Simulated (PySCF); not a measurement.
# B3H4NO3: the cost of one run

The runs use PySCF 2.14.0, with density-fitted response routines of our own; the level of theory stands in each step. All values are computed, except where a source is named. Atoms are numbered from 0 throughout.

## (1) The molecule as given

11 atoms, charge 0, multiplicity 1; geometry from: PBE0-D3(BJ)/def2-SVP.

Bonds of the start (Å): N0–B1 1.39, B1–O2 1.39, O2–B3 1.36, B3–O4 1.37, O4–B5 1.37, B5–O6 1.36, O6–B1 1.39, N0–H7 1.01, N0–H8 1.01, B3–H9 1.20, B5–H10 1.20.

## (2) Indirect couplings: HF/pcJ-1

What the job is given:

```
{"job": {"kind": "j", "xc": "HF", "basis": "pcJ-1"}, "charge": 0, "multiplicity": 1}
N      2.033914    -0.579517    -0.318849
B      0.720034    -0.203197    -0.043660
O     -0.345088    -0.973434    -0.491337
B     -1.624568    -0.611208    -0.198472
O     -1.865800     0.524266     0.535381
B     -0.823452     1.305071     0.972427
O      0.458339     0.948797     0.684877
H      2.824566    -0.040144     0.002067
H      2.258762    -1.415747    -0.837316
H     -2.547728    -1.283101    -0.579744
H     -1.047358     2.301872     1.609758
```

Level: HF/pcJ-1 indirect spin-spin coupling, non-relativistic, gas phase.

Command:

```sh
OMP_NUM_THREADS=1 python probes_run.py task.json out
```

This one command runs all jobs of the session in turn.

Q: Estimate the wall time and peak memory of this first job on 1 thread of Arm Neoverse V1, shared host.

About 23 s, with a peak of 0.97 GiB.
